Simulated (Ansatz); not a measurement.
# C₂H₈OSi₂: how energies converge with the basis set

An exercise on one series of results from a longer session: the logs are not shown, and one member is left open.

Computed with Ansatz 0.2.0, Gaussian basis. Level: one geometry, several basis sets.

The runs, in order: PBE0-D4/def2-SVP; ωB97M-V/def2-SVP; PBE0-D4/def2-QZVPP; ωB97M-V/def2-QZVPP; the functionals' def2-TZVPP values are taken from earlier runs.

**The geometry**

The geometry comes from an earlier relaxation with PBE0-D4 in a triple-zeta def2 set; it is a stationary point, not always the lowest conformer.

SMILES `CC1(O)[SiH2][SiH2]1`, 13 atoms, charge 0, spin multiplicity 1.

Atoms are counted from 1 here; the program's logs count them from 0.

Bond lengths: C1–C2 1.510 Å, C1–H6 1.094 Å, C1–H7 1.094 Å, C1–H8 1.096 Å, C2–O3 1.415 Å, C2–Si4 1.917 Å, C2–Si5 1.934 Å, O3–H9 0.963 Å, Si4–Si5 2.259 Å, Si4–H10 1.481 Å, Si4–H11 1.484 Å, Si5–H12 1.483 Å, Si5–H13 1.485 Å. Angles: C2–C1–H6 111.5°, C2–C1–H7 110.6°, C2–C1–H8 111.1°, H6–C1–H7 108.0°, H6–C1–H8 107.2°, H7–C1–H8 108.3°, C1–C2–O3 113.9°, C1–C2–Si4 117.5°, C1–C2–Si5 117.8°, O3–C2–Si4 112.6°, O3–C2–Si5 116.7°, Si4–C2–Si5 71.8°, C2–O3–H9 108.2°, C2–Si4–Si5 54.4°, C2–Si4–H10 116.3°, C2–Si4–H11 115.8°, Si5–Si4–H10 120.4°, Si5–Si4–H11 121.9° and more.

Coordinates:

```mol
C2H8OSi2
  3D, bonds by distance, orders not assigned

 13 13  0  0  0  0  0  0  0  0999 V2000
   -1.4246    0.4450    0.4105 C   0  0
   -0.1231   -0.3067    0.2642 C   0  0
   -0.0265   -1.4539    1.0876 O   0  0
    0.5242   -0.6173   -1.5135 Si  0  0
    1.4928    0.7280    0.0205 Si  0  0
   -1.4813    1.2879   -0.2846 H   0  0
   -2.2746   -0.2149    0.2116 H   0  0
   -1.5348    0.8518    1.4227 H   0  0
    0.0755   -1.1622    1.9996 H   0  0
    1.0749   -1.9647   -1.7841 H   0  0
   -0.3165   -0.0783   -2.6108 H   0  0
    2.6672    0.2430    0.7853 H   0  0
    1.3673    2.2075    0.0057 H   0  0
  1  2  8  0
  2  3  8  0
  2  4  8  0
  4  5  8  0
  1  6  8  0
  1  7  8  0
  1  8  8  0
  3  9  8  0
  4 10  8  0
  4 11  8  0
  5 12  8  0
  5 13  8  0
  2  5  8  0
M  END
```

Set-up of the first run:

File in.yaml:

```yaml
crystal:
  periodic: [false, false, false]
  atoms:
    - {symbol: C, position_ang: [-1.424577, 0.445030, 0.410520]}
    - {symbol: C, position_ang: [-0.123058, -0.306708, 0.264159]}
    - {symbol: O, position_ang: [-0.026503, -1.453932, 1.087599]}
    - {symbol: Si, position_ang: [0.524199, -0.617295, -1.513466]}
    - {symbol: Si, position_ang: [1.492842, 0.727979, 0.020535]}
    - {symbol: H, position_ang: [-1.481287, 1.287932, -0.284605]}
    - {symbol: H, position_ang: [-2.274629, -0.214896, 0.211633]}
    - {symbol: H, position_ang: [-1.534802, 0.851786, 1.422724]}
    - {symbol: H, position_ang: [0.075525, -1.162215, 1.999565]}
    - {symbol: H, position_ang: [1.074888, -1.964742, -1.784051]}
    - {symbol: H, position_ang: [-0.316517, -0.078267, -2.610764]}
    - {symbol: H, position_ang: [2.667159, 0.242998, 0.785291]}
    - {symbol: H, position_ang: [1.367257, 2.207528, 0.005656]}
basis:
  gaussian: {orbitals: def2-SVP}
hamiltonian: {xc: pbe0, dispersion: d4}
output: {orbitals: {seedname: orbitals}}
```

On the command line:

```bash
$ ansatz run in.yaml --threads 4 --pin off --events-out ev --progress --plain --max-ram 10444MiB
```

Steps of the session up to this table: PBE0-D4 in def2-SVP; ωB97M-V in def2-SVP; PBE0-D4 in def2-QZVPP; ωB97M-V in def2-QZVPP.

One of the session's tables, all rows but one given; the rest of the session is left out.

| functional | basis | HOMO (eV) | LUMO (eV) |
| --- | --- | --- | --- |
| PBE0-D4 | def2-SVP | -6.47 | 0.00 |
| PBE0-D4 | def2-TZVPP | -6.54 | -0.31 |
| PBE0-D4 | def2-QZVPP | -6.56 | -0.42 |
| ωB97M-V | def2-SVP | -8.51 | 1.84 |
| ωB97M-V | def2-TZVPP | ? | ? |
| ωB97M-V | def2-QZVPP | -8.62 | 0.98 |

Q: Estimate the row for ωB97M-V, def2-TZVPP from the others.

**Answer.** HOMO (eV): -8.59; LUMO (eV): 1.32. In the column «HOMO (eV)» it lies between ωB97M-V, def2-QZVPP (-8.62) and ωB97M-V, def2-SVP (-8.51).
